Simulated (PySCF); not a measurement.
**RuN₂: relaxation and vibrations of the singlet**

Where does singlet RuN₂ go from a end-on start, is the end point a minimum, and what are its modes, charges and moments?

The runs use PySCF 2.14.0; PBE0, basis Ru def2-TZVP with ECP28, N def2-TZVP, scalar-relativistic core potentials, no spin–orbit coupling, density fitting.

## (1) The starting structure

3 atoms, charge 0, spin multiplicity 1.

Bond lengths: Ru1–N2 2.019 Å, N2–N3 1.204 Å. Angles: Ru1–N2–N3 119.9°.

```xyz
3
charge 0 multiplicity 1
Ru    0.0000    0.0000    0.0000
N     0.0000    0.0000    2.0188
N     1.0440    0.0000    2.6188
```

## (2) First SCF at the start

The steps below are one call of a driver around PySCF. For each, scf.py gives the equivalent set-up of the SCF; relaxations use the driver's own optimiser. After this first run the driver tries any further starts and a stability analysis.

Input file scf.py:

```python
from pyscf import gto, scf, dft
mol = gto.M(atom='''
Ru     0.000000     0.000000     0.000000
N      0.000000     0.000000     2.018800
N      1.044000     0.000000     2.618800''',
    basis={'Ru': 'def2-TZVP', 'N': 'def2-TZVP'},
    ecp={'Ru': 'def2-TZVP'},
    charge=0, spin=0)
mf = dft.RKS(mol, xc='PBE0')
mf.grids.atom_grid = (50, 194)
aux = {'Ru': 'def2-universal-JKFIT', 'N': 'def2-universal-JKFIT'}
mf = mf.density_fit(auxbasis=aux)
mf.conv_tol = 1e-08
mf.diis_space = 10
mf.max_cycle = 60
mf.init_guess = 'minao'
mf.verbose = 4
mf.kernel()
```

The run is started by

```
OMP_NUM_THREADS=2 python axn.py task.json out
```

Output, cut to the lines that bear on the results:

```text
[... the frontier levels of the middle cycles are left out ...]
init E= -196.518807586895
  HOMO = -0.584306545594609  LUMO = -0.573194887210648  gap/eV = 0.30236
cycle= 1 E= -202.570273878209  delta_E= -6.05  |g|= 2.67  |ddm|= 4.11
  HOMO = 0.0487702257030467  LUMO = 0.075976849112007  gap/eV = 0.74033
cycle= 2 E= -186.31410893268  delta_E= 16.3  |g|= 6.17  |ddm|= 37.7
  HOMO = -0.187441754888815  LUMO = -0.154814166827366  gap/eV = 0.88784
cycle= 3 E= -203.900769947793  delta_E= -17.6  |g|= 0.847  |ddm|= 37.6
cycle= 4 E= -202.4123824622  delta_E= 1.49  |g|= 2.58  |ddm|= 2.18
cycle= 5 E= -204.101538100941  delta_E= -1.69  |g|= 0.398  |ddm|= 1.54
cycle= 6 E= -204.143905165088  delta_E= -0.0424  |g|=  0.1  |ddm|= 0.317
cycle= 7 E= -204.143996939607  delta_E= -9.18e-05  |g|= 0.131  |ddm|= 0.138
cycle= 8 E= -204.148136605384  delta_E= -0.00414  |g|= 0.018  |ddm|= 0.0881
cycle= 9 E= -204.148918118084  delta_E= -0.000782  |g|= 0.0166  |ddm|= 0.0635
cycle= 10 E= -204.1494736845  delta_E= -0.000556  |g|= 0.0199  |ddm|= 0.0484
cycle= 11 E= -204.149359188862  delta_E= 0.000114  |g|= 0.0202  |ddm|= 0.00941
cycle= 12 E= -204.15346244996  delta_E= -0.0041  |g|= 0.0159  |ddm|= 0.384
cycle= 13 E= -204.154267486189  delta_E= -0.000805  |g|= 0.0161  |ddm|= 0.106
cycle= 14 E= -204.155221490766  delta_E= -0.000954  |g|= 0.0171  |ddm|= 0.167
[... 46 cycles left out ...]
SCF not converged.
init E= -196.518807586895
[... 20 cycles left out ...]
SCF not converged.
init E= -204.152121313924
[... 16 cycles left out ...]
cycle= 17 E= -204.156394303915  delta_E= -5.72e-05  |g|= 0.00676  |ddm|= 0.0116
cycle= 18 E= -204.156389484514  delta_E= 4.82e-06  |g|= 0.00745  |ddm|= 0.00228
cycle= 19 E= -204.156395640176  delta_E= -6.16e-06  |g|= 0.00717  |ddm|= 0.00124
cycle= 20 E= -204.156494562178  delta_E= -9.89e-05  |g|= 0.00425  |ddm|= 0.0221
cycle= 21 E= -204.156593836301  delta_E= -9.93e-05  |g|= 0.00349  |ddm|= 0.0236
cycle= 22 E= -204.15668012648  delta_E= -8.63e-05  |g|= 0.00361  |ddm|= 0.0211
cycle= 23 E= -204.156863883657  delta_E= -0.000184  |g|= 0.00483  |ddm|= 0.0469
cycle= 24 E= -204.157068551419  delta_E= -0.000205  |g|= 0.00608  |ddm|= 0.0514
cycle= 25 E= -204.157099895767  delta_E= -3.13e-05  |g|= 0.00476  |ddm|= 0.00928
cycle= 26 E= -204.157095804135  delta_E= 4.09e-06  |g|= 0.00592  |ddm|= 0.00447
cycle= 27 E= -204.157080759572  delta_E= 1.5e-05  |g|= 0.00653  |ddm|= 0.00457
cycle= 28 E= -204.156927990735  delta_E= 0.000153  |g|= 0.0119  |ddm|= 0.0351
cycle= 29 E= -204.156850137459  delta_E= 7.79e-05  |g|= 0.0102  |ddm|= 0.0205
cycle= 30 E= -204.156829488204  delta_E= 2.06e-05  |g|= 0.00774  |ddm|= 0.00686
SCF not converged.
  HOMO = -0.189185212683232  LUMO = -0.112057545191763  gap/eV = 2.09875
macro= 0  E= -204.158687564304  delta_E= -0.00185808  |g|= 0.00774491  2 KF 10 JK
macro= 1  E= -204.163250791687  delta_E= -0.00456323  |g|= 0.173955  3 KF 18 JK
macro= 2  E= -204.165691563473  delta_E= -0.00244077  |g|= 0.0119463  3 KF 11 JK
macro= 3  E= -204.165854084923  delta_E= -0.000162521  |g|= 0.00267095  3 KF 13 JK
macro= 4  E= -204.16585440347  delta_E= -3.18547e-07  |g|= 8.94018e-05  2 KF 11 JK
macro= 5  E= -204.165854403472  delta_E= -1.53477e-12  |g|= 2.80467e-05  1 KF 2 JK
macro X = 6  E=-204.165854403472  |g|= 2.80467e-05  total 15 KF 72 JK
converged SCF energy = -204.165854403472
```

This step, with its further starts and checks, ran for 30 s (2 threads of Intel Xeon Platinum 8375C at 2.90GHz (Ice Lake), shared host).

Energies from each starting density:

| start | energy (Eh) |
| --- | --- |
| the minimal-basis guess | -204.165854 |
| a thermally smeared density | -204.165854 |
| a smeared PBE density | -204.165854 |

Where DIIS stalls, the driver goes on with a level shift of 0.3 Eh and then with a second-order solver.

No lower closed-shell solution turned up from the other starts or in the test of internal stability.

## (3) End-on start, singlet: relaxation

The program finds Cs symmetry in the start, which this walk keeps. The walk stops when the largest gradient is under 0.0003 Eh/bohr and the energy has settled too.

Changes to scf.py since step 2:

```diff
@@ -3,3 +3,3 @@
-Ru     0.000000     0.000000     0.000000
-N      0.000000     0.000000     2.018800
-N      1.044000     0.000000     2.618800''',
+Ru    -0.112533     0.000000    -0.499888
+N     -0.112533     0.000000     1.518912
+N      0.931467     0.000000     2.118912''',
@@ -16 +15,0 @@
-mf.init_guess = 'minao'
```

The optimiser's trace:

| step | energy (Eh) | change (kJ/mol) | largest symmetric gradient (Eh/bohr) |
| --- | --- | --- | --- |
| 0 | -204.165854 | 0.00 | 0.14788 |
| 1 | -204.174469 | -22.62 | 0.16032 |
| 2 | -204.188780 | -60.19 | 0.04764 |
| 3 | -204.193482 | -72.54 | 0.05238 |
| 4 | -204.197158 | -82.19 | 0.11712 |
| 5 | -204.204091 | -100.39 | 0.02552 |
| 6 | -204.206889 | -107.74 | 0.01687 |
| 7 | -204.208293 | -111.42 | 0.05227 |
| 8 | -204.209354 | -114.21 | 0.00711 |
| 9 | -204.209545 | -114.71 | 0.00190 |
| 10 | -204.209590 | -114.83 | 0.00208 |
| 11 | -204.209592 | -114.83 | 0.00010 |

The walk took 19 s.

Geometry (Å) and forces (eV/Å) at some steps:

```
step 0
Ru  -0.113   0.000  -0.500  -0.215   0.000   1.660
N   -0.113   0.000   1.519   7.604   0.000   2.174
N    0.931   0.000   2.119  -7.390   0.000  -3.834
step 1
Ru  -0.122   0.000  -0.462  -0.508   0.000   0.383
N   -0.023   0.000   1.509  -7.737   0.000  -7.043
N    0.851   0.000   2.090   8.245   0.000   6.660
step 6
Ru  -0.251   0.000  -0.471  -0.293   0.000  -0.063
N    0.196   0.000   1.325   0.868   0.000   0.171
N    0.762   0.000   2.284  -0.575   0.000  -0.107
step 11
Ru  -0.302   0.000  -0.466  -0.001   0.000   0.002
N    0.318   0.000   1.280   0.003   0.000   0.004
N    0.690   0.000   2.324  -0.002   0.000  -0.005
```

It settles in C∞v symmetry, 114.8 kJ/mol below the start, after 11 steps: N–N 1.109 Å, Ru–N 1.852 Å; N–N–Ru 180.0°.

## (4) Frequencies

The point is checked on the finer grid, and tightened if its gradient asks for it. The Hessian and the dipole derivatives come from central differences of analytic gradients, with steps of 0.02 bohr.

Changes to scf.py since step 3:

```diff
@@ -3,3 +3,3 @@
-Ru    -0.112533     0.000000    -0.499888
-N     -0.112533     0.000000     1.518912
-N      0.931467     0.000000     2.118912''',
+Ru    -0.173683     0.000000    -0.488827
+N      0.446464    -0.000000     1.256564
+N      0.817726    -0.000000     2.301475''',
@@ -10 +10 @@
-mf.grids.atom_grid = (50, 194)
+mf.grids.atom_grid = (75, 302)
@@ -13 +13 @@
-mf.conv_tol = 1e-08
+mf.conv_tol = 1e-10
```

This SCF starts from the last density.

Log of the central SCF (cycles and frontier levels):

```text
init E= -204.209571927454
  HOMO = -0.207763872569409  LUMO = -0.135851057333852  gap/eV = 1.95685
cycle= 1 E= -204.209571927076  delta_E= 3.78e-10  |g|= 4.85e-05  |ddm|= 3.2e-05
  HOMO = -0.207758581177114  LUMO = -0.135844919202917  gap/eV = 1.95687
cycle= 2 E= -204.209571924242  delta_E= 2.83e-09  |g|= 0.000129  |ddm|= 8.8e-05
  HOMO = -0.207763974837613  LUMO = -0.13585161272597  gap/eV = 1.95684
cycle= 3 E= -204.209571927469  delta_E= -3.23e-09  |g|= 1.62e-05  |ddm|= 7.21e-05
  HOMO = -0.207762882430167  LUMO = -0.135850035591524  gap/eV = 1.95685
cycle= 4 E= -204.209571927525  delta_E= -5.68e-11  |g|= 5.73e-07  |ddm|= 1.22e-05
  HOMO = -0.207762899756773  LUMO = -0.135850065941645  gap/eV = 1.95685
Extra cycle  E= -204.209571927525  delta_E= 6.25e-13  |g|= 1.1e-06  |ddm|= 1.46e-06
converged SCF energy = -204.209571927525
```

The whole step took 24 s.

Geometry: C∞v; N–N 1.109 Å, Ru–N 1.852 Å; N–N–Ru 180.0°.

Harmonic modes (main isotopes):

```
symmetry  ω (cm⁻¹)  IR (km/mol)  μ (u)
       π       315         13.0  14.17
      σ+       503         15.0  17.20
      σ+      2294          405  14.00
```

No imaginary mode, so this is a minimum.

Properties at this point:

* Dipole moment: 2.75 D
* Highest occupied level: -5.65 eV
* Lowest empty level: -3.70 eV
* Rotational constants: 0.1241 cm⁻¹
* Zero-point energy: 20.5 kJ/mol
* Principal polarisabilities: 54.6, 54.6, 78.6 bohr³
* Atomisation energy without zero-point energy: 860 kJ/mol
* Principal traceless quadrupole moments about the centre of mass: -0.25, -0.25, 0.51 D Å
* Entropy at 298.15 K and 1 bar: 253.5 J/(mol K)
* Heat capacity Cp at 298.15 K: 48.1 J/(mol K)
* Enthalpy at 298.15 K above 0 K: 11.37 kJ/mol
* Rotational symmetry number: 1

Charges (e) and bond orders:

```
atom  Mulliken  Löwdin  polar tensor  Mayer order to Ru1
 Ru1      0.23    0.07          0.00                   –
  N2     -0.04   -0.08          0.45                0.93
  N3     -0.19    0.01         -0.45                0.33
```

Mulliken populations on Ru1 (outside its core potential): s 2.82, p 6.02, d 6.94, f 0.00.

## (5) The broken-symmetry singlet

A stability analysis found the closed shell of the lowest minimum unstable towards spin polarisation, so the unrestricted solution is followed.

The program finds C∞v symmetry in the start, which may break. The walk stops when the largest gradient is under 0.0003 Eh/bohr and the energy has settled too.

Changes to scf.py since step 4:

```diff
@@ -3,3 +3,3 @@
-Ru    -0.173683     0.000000    -0.488827
-N      0.446464    -0.000000     1.256564
-N      0.817726    -0.000000     2.301475''',
+Ru    -0.173710    -0.000000    -0.488903
+N      0.446437     0.000000     1.256488
+N      0.817699     0.000000     2.301399''',
@@ -9,2 +9,2 @@
-mf = dft.RKS(mol, xc='PBE0')
-mf.grids.atom_grid = (75, 302)
+mf = dft.UKS(mol, xc='PBE0')
+mf.grids.atom_grid = (50, 194)
@@ -13 +13 @@
-mf.conv_tol = 1e-10
+mf.conv_tol = 1e-08
```

Energy and gradient, step by step:

| step | energy (Eh) | change (kJ/mol) | largest gradient (Eh/bohr) |
| --- | --- | --- | --- |
| 0 | -204.252426 | 0.00 | 0.01930 |
| 1 | -204.252530 | -0.27 | 0.01322 |
| 2 | -204.252619 | -0.51 | 0.00117 |
| 3 | -204.252621 | -0.51 | 0.00004 |

The walk took 7.7 s.

After 3 steps and 0.5 kJ/mol it ends at C∞v: N–N 1.115 Å, Ru–N 1.835 Å; N–N–Ru 180.0°.

## (6) Hessian and properties

As before: finer grid, then central differences.

Changes to scf.py since step 5:

```diff
@@ -3,3 +3,3 @@
-Ru    -0.173710    -0.000000    -0.488903
-N      0.446437     0.000000     1.256488
-N      0.817699     0.000000     2.301399''',
+Ru    -0.172648     0.000000    -0.485898
+N      0.441560    -0.000000     1.242723
+N      0.814983    -0.000000     2.293681''',
@@ -10 +10 @@
-mf.grids.atom_grid = (50, 194)
+mf.grids.atom_grid = (75, 302)
@@ -13 +13 @@
-mf.conv_tol = 1e-08
+mf.conv_tol = 1e-10
```

SCF at the final geometry:

```text
init E= -204.25259537687
[... the frontier-level lines of each cycle are left out ...]
cycle= 1 E= -204.252595376534  delta_E= 3.35e-10  |g|= 2.87e-05  |ddm|= 2.33e-05
cycle= 2 E= -204.252595372665  delta_E= 3.87e-09  |g|= 9.71e-05  |ddm|= 7.86e-05
cycle= 3 E= -204.252595376903  delta_E= -4.24e-09  |g|= 1.5e-06  |ddm|= 6.1e-05
cycle= 4 E= -204.252595376904  delta_E= -1.19e-12  |g|= 2.82e-07  |ddm|= 8.37e-07
Extra cycle  E= -204.252595376905  delta_E= -1.14e-13  |g|= 2.84e-07  |ddm|= 1.1e-06
converged SCF energy = -204.252595376905  <S^2> = 1.0010871  2S+1 = 2.2370401
```

The whole step ran for 46 s (2 threads of Intel Xeon Platinum 8375C at 2.90GHz (Ice Lake), shared host).

Geometry: C∞v; N–N 1.115 Å, Ru–N 1.834 Å; N–N–Ru 180.0°.

Modes, for the most abundant isotopes:

```csv
ω (cm⁻¹),IR (km/mol),μ (u)
344,4.0,14.17
345,4.0,14.17
516,18.2,17.20
2237,507,14.00
```

Every mode is real; the point is a minimum.

The SCF density has lower symmetry than the nuclear frame, so the modes carry no labels; pairs that should be degenerate can split.

Properties at this point:

- Dipole moment: 3.42 D
- Highest occupied level: -5.58 eV
- Lowest empty level: -2.13 eV
- Rotational constants: 0.1254 cm⁻¹
- Zero-point energy: 20.6 kJ/mol
- Principal polarisabilities: 39.8, 39.8, 72.8 bohr³
- Atomisation energy without zero-point energy: 973 kJ/mol
- Principal traceless quadrupole moments about the centre of mass: -2.04, 1.02, 1.02 D Å
- Entropy at 298.15 K and 1 bar: 252.0 J/(mol K)
- Heat capacity Cp at 298.15 K: 47.5 J/(mol K)
- Enthalpy at 298.15 K above 0 K: 11.16 kJ/mol
- Rotational symmetry number: 1
- Spin squared ⟨S²⟩: 1.001

Charges (e) and bond orders:

```tsv
atom	Mulliken	Löwdin	polar tensor	spin (Mulliken)	Mayer order to Ru1
Ru1	0.26	0.10	0.00	0.00	–
N2	-0.03	-0.07	0.55	0.00	0.96
N3	-0.22	-0.02	-0.55	0.00	0.39
```

Mulliken populations on Ru1 (outside its core potential): s 2.41, p 6.02, d 7.31, f 0.00.

## (7) All stationary points

| spin | group | bonds | imaginary modes (cm⁻¹) | ΔE (kJ/mol) | with zero-point energy |
| --- | --- | --- | --- | --- | --- |
| broken-symmetry (Ms = 0) | C∞v (density of lower symmetry) | N–N 1.115 Å, Ru–N 1.834 Å | none | 0.0 | 0.0 |
| singlet | C∞v | N–N 1.109 Å, Ru–N 1.852 Å | none | 113.0 | 112.9 |

## (8) What came out

| quantity | value |
| --- | --- |
| minimum | broken-symmetry (Ms = 0), C∞v |
| geometry | N–N 1.115 Å, Ru–N 1.834 Å; N–N–Ru 180.0° |
| wavenumbers (cm⁻¹) | 344, 345, 516, 2237 |
| dipole moment | 3.42 D |
| highest occupied, lowest empty level (either spin) | -5.58, -2.13 eV |
| polar-tensor charge of Ru1 | +0.00 e |
| zero-point energy | 20.6 kJ/mol |
| entropy at 298.15 K | 252.0 J/(mol K) |
| atomisation energy (no zero-point energy) | 973 kJ/mol |
| ⟨S²⟩ | 1.001 |

**Reading.** From Cs at the start the molecule goes to a C∞v minimum. The determinant is spin-contaminated (⟨S²⟩ = 1.00 against 0.00), so it is no pure spin state. The strongest infrared band lies at 2237 cm⁻¹. Only this shape and spin were tried, so other structures or states may lie lower. The SCF density has lower symmetry than the nuclear frame.

The search up to here took 2.2 min.
